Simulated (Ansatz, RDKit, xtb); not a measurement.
# C3H8S2Si: which of the isomers drawn lies lowest?, part 1 of 2

Which of a sample of isomers of C3H8S2Si is the most stable in the gas at 298.15 K, and what are its properties? The sample is small against all isomers, and the most stable one of this formula need not be in it.

The funnel: GFN2-xTB relaxations, single points with a density functional, relaxations at PBE0-D3(BJ)/def2-SVP, harmonic vibrations (at GFN2-xTB), and a last energy at a higher level. All values are calculated.

### Step 1. Drawing up candidates

Isomers were taken from a list of plausible structures; this is a sample, not all of them. That gives 5 candidates.

| label | SMILES | spin |
| --- | --- | --- |
| c063 | CC(=S)C[SiH2]S | singlet |
| c126 | CS/C=C\S[SiH3] | singlet |
| c168 | C[C@@H]1CS[SiH2]S1 | singlet |
| c345 | C[C@]1(S[SiH3])CS1 | singlet |
| c456 | CC(=S)CS[SiH3] | singlet |

Candidates are built by distance geometry, with a force field where one applies, in up to four conformers (letters a to d).

### Step 2. Cheap relaxation of all starts

All 16 starts are relaxed the same way. One of them, c456a (taken from a list of plausible isomers, embedded by distance geometry and MMFF94), in full:

start.xyz

```xyz
14
c456a
C     -1.403289    -0.296550    -0.586328
C     -0.982113     1.041644    -1.021240
C      0.519770     1.399700    -0.953712
S     -2.088513     2.241669    -1.431836
S      1.155480     1.351270     0.772783
Si     0.544740     3.217659     1.607172
H     -1.420022    -0.433402     0.431017
H     -2.375189    -0.579157    -1.092059
H     -0.726984    -1.049081    -1.017010
H      0.781523     2.383456    -1.464721
H      1.097873     0.616898    -1.507782
H     -0.934293     3.176366     1.843104
H      1.250881     3.432072     2.881450
H      0.892245     4.267969     0.664068
```

Started as:

```console
xtb start.xyz --gfn 2 --opt
```

Output (excerpt; [...] marks lines left out):

```text
* xtb version 6.7.1
[...]
          :  # basis functions                  50          :
[...]
          :  # electrons                        36          :
[...]
          :  Hamiltonian                  GFN2-xTB          :
[...]
          :  net charge                          0          :
          :  unpaired electrons                  0          :
[...]
   *** convergence criteria satisfied after 14 iterations ***
[...]
   *** GEOMETRY OPTIMIZATION CONVERGED AFTER 29 ITERATIONS ***
[...]
   *** convergence criteria satisfied after 3 iterations ***
[...]
         ::                     SUMMARY                     ::
         :::::::::::::::::::::::::::::::::::::::::::::::::::::
         :: total energy             -18.730333879475 Eh    ::
         :: gradient norm              0.000639640615 Eh/a0 ::
         :: HOMO-LUMO gap              1.518015433390 eV    ::
         ::.................................................::
         :: SCC energy               -18.921897341320 Eh    ::
         :: -> isotropic ES            0.024551220276 Eh    ::
         :: -> anisotropic ES          0.000632615855 Eh    ::
         :: -> anisotropic XC          0.010615203073 Eh    ::
         :: -> dispersion             -0.012661207848 Eh    ::
         :: repulsion energy           0.191563461845 Eh    ::
         :: add. restraining           0.000000000000 Eh    ::
         :: total charge              -0.000000000000 e     ::
         :::::::::::::::::::::::::::::::::::::::::::::::::::::
[...]
        18        2.0000           -0.3633427              -9.8871 (HOMO)
        19                         -0.3075567              -8.3690 (LUMO)
[...]
     #   Z          covCN         q      C6AA      α(0)
     1   6          3.801    -0.115    22.700     6.783
     2   6          2.988     0.097    25.832     8.337
     3   6          3.857    -0.006    20.640     6.461
     4  16          1.083    -0.263   150.405    20.740
     5  16          1.898    -0.335   155.663    20.999
     6  14          3.637     0.489    97.924    18.980
     7   1          0.924     0.077     2.010     2.217
     8   1          0.925     0.069     2.092     2.262
     9   1          0.924     0.072     2.061     2.245
    10   1          0.925     0.054     2.265     2.354
    11   1          0.925     0.068     2.111     2.272
    12   1          0.920    -0.064     4.465     3.305
    13   1          0.921    -0.076     4.801     3.427
    14   1          0.920    -0.068     4.559     3.339
[...]
     #   Z sym  total        # sym  WBO       # sym  WBO       # sym  WBO
 ---------------------------------------------------------------------------
     1   6      3.993 --     2      1.060     8      0.982     7      0.955
                             9      0.944
     2   6      3.961 --     4      1.776     1      1.060     3      1.058
     3   6      3.980 --     2      1.058    10      0.975    11      0.958
                             5      0.944
     4  16      2.007 --     2      1.776
     5  16      2.121 --     3      0.944     6      0.939
     6  14      3.655 --     5      0.939    13      0.896    14      0.894
                            12      0.893
     7   1      0.994 --     1      0.955
     8   1      0.995 --     1      0.982
     9   1      0.994 --     1      0.944
    10   1      0.997 --     3      0.975
[...]
molecular dipole:
                 x           y           z       tot (Debye)
 q only:        0.184      -0.165       0.219
   full:        0.203      -0.172       0.034       0.681
molecular quadrupole (traceless):
[...]
          | TOTAL ENERGY              -18.730333879475 Eh   |
          | GRADIENT NORM               0.000639640615 Eh/α |
          | HOMO-LUMO GAP               1.518015433390 eV   |
           -------------------------------------------------
[...]
```

Run time: 0.21 s. Hardware: 4 threads of Arm Neoverse V1, shared host.

### Step 3. Distinct minima at GFN2-xTB

16 of the 16 relaxations converged. 16 distinct structures remain:

| label | start | SMILES after | spin | energy (kcal/mol) |
| --- | --- | --- | --- | --- |
| c168b | drawn | C[C@@H]1CS[SiH2]S1 | singlet | 0.0 |
| c168a | drawn | C[C@@H]1CS[SiH2]S1 | singlet | 0.9 |
| c345b | drawn | C[C@]1(S[SiH3])CS1 | singlet | 30.6 |
| c345a | drawn | C[C@]1(S[SiH3])CS1 | singlet | 30.8 |
| c456a | drawn | CC(=S)CS[SiH3] | singlet | 33.0 |
| c063b | drawn | CC(=S)C[SiH2]S | singlet | 33.0 |
| c063a | drawn | CC(=S)C[SiH2]S | singlet | 33.1 |
| c063c | drawn | CC(=S)C[SiH2]S | singlet | 33.1 |
| c063d | drawn | CC(=S)C[SiH2]S | singlet | 33.7 |
| c456b | drawn | CC(=S)CS[SiH3] | singlet | 35.9 |
| c456c | drawn | CC(=S)CS[SiH3] | singlet | 36.3 |
| c456d | drawn | CC(=S)CS[SiH3] | singlet | 36.7 |
| c126a | drawn | CS/C=C\S[SiH3] | singlet | 45.7 |
| c126c | drawn | CS/C=C\S[SiH3] | singlet | 45.7 |
| c126b | drawn | CS/C=C\S[SiH3] | singlet | 45.9 |
| c126d | drawn | CS/C=C\S[SiH3] | singlet | 46.7 |

### Step 4. Single points on the low minima

A choice of the minima (the low ones first, few conformers of a pattern, up to a cap) and the lowest that fell apart get a single point at r2SCAN-D4/def2-SVP on the tight-binding geometry, and one at HF/STO-3G for comparison. The lowest singlets are also tried as triplets at the same geometry (label ending in t). The first, c168b:

input.yaml

```yaml
crystal:
  periodic: [false, false, false]
  atoms:
    - {symbol: C, position_ang: [0.361450, -1.202001, 0.355744]}
    - {symbol: C, position_ang: [-0.759760, -0.396425, -0.275929]}
    - {symbol: C, position_ang: [-1.014874, -0.763987, -1.725595]}
    - {symbol: S, position_ang: [0.398104, -0.346627, -2.808091]}
    - {symbol: S, position_ang: [-0.418301, 1.407418, -0.150498]}
    - {symbol: Si, position_ang: [0.825901, 1.538572, -1.885274]}
    - {symbol: H, position_ang: [0.556813, -0.846381, 1.364256]}
    - {symbol: H, position_ang: [0.082775, -2.253343, 0.401482]}
    - {symbol: H, position_ang: [1.273913, -1.108898, -0.230784]}
    - {symbol: H, position_ang: [-1.685864, -0.535543, 0.288995]}
    - {symbol: H, position_ang: [-1.165016, -1.838762, -1.826520]}
    - {symbol: H, position_ang: [-1.891231, -0.242308, -2.111172]}
    - {symbol: H, position_ang: [2.236004, 1.567149, -1.542100]}
    - {symbol: H, position_ang: [0.356293, 2.648162, -2.693114]}
basis:
  gaussian:
    orbitals: def2-SVP
hamiltonian:
  xc: r2scan
  dispersion: d4
scf:
  lower_state_search: off
```

Started as:

```console
ansatz run input.yaml --threads 4 --pin off --max-ram 7830MiB --events-out events.jsonl --progress --plain --runs-dir runs
```

Output (excerpt; [...] marks lines left out):

```text
Warning: RAYON_NUM_THREADS=4 ignored (pool sized by the plan → 4); use --threads N
Functional definition: r2SCAN
  name "r2SCAN"
[...]
1544 factors; their error is unknown
[...]
mean field -32775.67544586 eV, -1204.4838564847 hartree, gradient 9.7e-6 eV, S^2 0.000000; 0 other end points of the search recorded, 0 dependent functions left out
reference -32775.67545642 eV, -1204.4838568725 hartree; 36, 36 occupied and 100, 100 virtual orbitals, 1544 factors
Total energy: -32775.79136189 eV, -1204.4881163203 hartree
Checks for a lower state left out: stability, starts, cluster_reference, orbital_swaps, neighbouring_geometries, increment
```

It took 2.3 s on 4 threads of Arm Neoverse V1, shared host; peak memory 0.2 GiB.

Relative energies in kcal/mol, each column from its lowest structure that stays in one piece:

| label | SMILES | spin | GFN2-xTB | HF/STO-3G | r2SCAN-D4/def2-SVP |
| --- | --- | --- | --- | --- | --- |
| c168b | C[C@@H]1CS[SiH2]S1 | singlet | 0.0 | 0.0 | 0.0 |
| c168a | C[C@@H]1CS[SiH2]S1 | singlet | 0.9 | 0.1 | 0.4 |
| c345b | C[C@]1(S[SiH3])CS1 | singlet | 30.6 | 54.2 | 38.8 |
| c345a | C[C@]1(S[SiH3])CS1 | singlet | 30.8 | 52.3 | 39.7 |
| c168bt | C[C@@H]1CS[SiH2]S1 | triplet | – | – | 113.6 |
| c345bt | C[C@]1(S[SiH3])CS1 | triplet | – | – | 140.2 |

### Step 5. Third filter: density-functional geometries

3 candidates are relaxed at PBE0-D3(BJ)/def2-SVP (chosen among the lowest in one piece, one conformer a pattern, with other spins of them). The first, c168b:

Edit input.yaml of step 4 so:

```diff
@@ -18,8 +18,5 @@
 basis:
-  gaussian:
-    orbitals: def2-SVP
-hamiltonian:
-  xc: r2scan
-  dispersion: d4
-scf:
-  lower_state_search: off
+  gaussian: {orbitals: def2-SVP}
+hamiltonian: {xc: pbe0, dispersion: d3bj}
+scf: {lower_state_search: off}
+relax: {f_tol: 0.006}
```

Started as:

```console
ansatz run input.yaml --threads 4 --pin off --max-ram 7830MiB --events-out events.jsonl --progress --plain --runs-dir runs
```

Output (excerpt; [...] marks lines left out):

```text
Warning: RAYON_NUM_THREADS=4 ignored (pool sized by the plan → 4); use --threads N
[...]
Functional definition: PBE0
  name "PBE0"
[...]
1460 factors; integrals over basis functions are off by at most 4.1e-4 eV
[...]
mean field -32765.08788446 eV, -1204.0947707796 hartree, gradient 8.5e-6 eV, S^2 0.000000; 0 other end points of the search recorded, 0 dependent functions left out
[...]
reference -32765.08791270 eV, -1204.0947718175 hartree; 36, 36 occupied and 100, 100 virtual orbitals, 1460 factors
relax step   1: F+E_penalty+E_count = -32765.52051684 eV  Δ(F+E_penalty+E_count) = +0.000e0 eV  max|allowed force component| = 8.229e-1 eV/Å  Δτ_max = 0.0000 Å  (15 SCF iters, accepted)
[...]
relax step   5: F+E_penalty+E_count = -32765.61294482 eV  Δ(F+E_penalty+E_count) = -9.698e-5 eV  max|allowed force component| = 4.057e-2 eV/Å  Δτ_max = 0.0136 Å  (13 SCF iters, accepted)
[...]
Atom 5 at     0.810326     1.539150    -1.901857 Å, force     0.000834     0.000052    -0.000304 eV/Å
Atom 6 at     0.516025    -0.894052     1.416840 Å, force     0.000095    -0.000359    -0.000045 eV/Å
Atom 7 at     0.074775    -2.288610     0.392836 Å, force     0.000296     0.002094    -0.000341 eV/Å
Atom 8 at     1.296505    -1.121192    -0.171231 Å, force    -0.000645     0.000339     0.000083 eV/Å
Atom 9 at    -1.690454    -0.528392     0.282555 Å, force     0.002267    -0.000202    -0.001521 eV/Å
Atom 10 at    -1.161165    -1.855861    -1.828269 Å, force     0.000083     0.000239     0.000357 eV/Å
Atom 11 at    -1.921091    -0.261899    -2.090475 Å, force     0.000595     0.000134    -0.000329 eV/Å
Atom 12 at     2.276800     1.639672    -1.641426 Å, force    -0.000815    -0.000069    -0.001331 eV/Å
Atom 13 at     0.403115     2.733244    -2.698737 Å, force    -0.000176    -0.000041    -0.000128 eV/Å
Dipole moment:    -0.152450    -0.242997     0.131081 e Å
Checks for a lower state left out: stability, starts, cluster_reference, orbital_swaps, neighbouring_geometries, increment
```

It took 14 s on 4 threads of Arm Neoverse V1, shared host; peak memory 0.36 GiB.

Energy change by step (eV): 0.0000, -0.0862, -0.0908, -0.0923, -0.0924, -0.0925.

After the run. Bond lengths: C1–C2 1.517 Å, C2–C3 1.522 Å, C3–S4 1.833 Å, C2–S5 1.848 Å, S4–Si6 2.151 Å, S5–Si6 2.148 Å, C1–H7 1.098 Å, C1–H8 1.102 Å, C1–H9 1.100 Å, C2–H10 1.103 Å, C3–H11 1.102 Å, C3–H12 1.099 Å, Si6–H13 1.493 Å, Si6–H14 1.492 Å. Some angles: C1–C2–C3 114.2°, C1–C2–S5 112.2°, C3–C2–S5 109.2°, C2–C3–S4 112.5°, C3–S4–Si6 95.1°, C2–S5–Si6 95.9°, S4–Si6–S5 100.8°, C1–C2–H10 109.8°, C3–C2–H10 107.6°, S5–C2–H10 103.0°.

### Step 6. Ranking at PBE0-D3(BJ)/def2-SVP

| label | spin | r2SCAN-D4/def2-SVP (kcal/mol) | PBE0-D3(BJ)/def2-SVP, relaxed (kcal/mol) | time | note |
| --- | --- | --- | --- | --- | --- |
| c168b | singlet | 0.0 | 0.0 | 14 s |  |
| c345b | singlet | 38.8 | 39.4 | 16 s |  |
| c168bt | triplet | 113.6 | 64.6 | 5 min | rearranged to C[CH]CS[SiH2][S] |

c168b: Bond lengths: C1–C2 1.517 Å, C2–C3 1.522 Å, C3–S4 1.833 Å, C2–S5 1.848 Å, S4–Si6 2.151 Å, S5–Si6 2.148 Å, C1–H7 1.098 Å, C1–H8 1.102 Å, C1–H9 1.100 Å, C2–H10 1.103 Å, C3–H11 1.102 Å, C3–H12 1.099 Å, Si6–H13 1.493 Å, Si6–H14 1.492 Å. Some angles: C1–C2–C3 114.2°, C1–C2–S5 112.2°, C3–C2–S5 109.2°, C2–C3–S4 112.5°, C3–S4–Si6 95.1°, C2–S5–Si6 95.9°, S4–Si6–S5 100.8°, C1–C2–H10 109.8°, C3–C2–H10 107.6°, S5–C2–H10 103.0°.

c345b: Bond lengths: C1–C2 1.507 Å, C2–C3 1.480 Å, C2–S4 1.820 Å, C2–S5 1.825 Å, C3–S5 1.814 Å, S4–Si6 2.152 Å, C1–H7 1.099 Å, C1–H8 1.099 Å, C1–H9 1.102 Å, Si6–H10 1.492 Å, Si6–H11 1.489 Å, Si6–H12 1.495 Å, C3–H13 1.095 Å, C3–H14 1.096 Å. Some angles: C1–C2–C3 119.5°, C1–C2–S4 111.0°, C1–C2–S5 117.3°, C3–C2–S4 118.4°, C3–C2–S5 65.6°, S4–C2–S5 118.4°, C2–C3–S5 66.4°, C2–S4–Si6 102.4°, C2–S5–C3 48.0°, C2–C1–H7 110.6°.

c168bt: Bond lengths: C1–C2 1.482 Å, C2–C3 1.467 Å, C3–S4 1.890 Å, S4–Si6 2.161 Å, S5–Si6 2.090 Å, C1–H7 1.100 Å, C1–H8 1.102 Å, C1–H9 1.108 Å, C2–H10 1.094 Å, C3–H11 1.102 Å, C3–H12 1.099 Å, Si6–H13 1.490 Å, Si6–H14 1.495 Å. Some angles: C1–C2–C3 121.7°, C2–C3–S4 113.9°, C3–S4–Si6 100.5°, S4–Si6–S5 94.8°, C1–C2–H10 118.7°, C3–C2–H10 117.7°, C2–C1–H7 111.7°, C2–C1–H8 111.8°, C2–C1–H9 110.8°, C2–C3–H11 112.2°.

(Continued in part 2 of 2.)
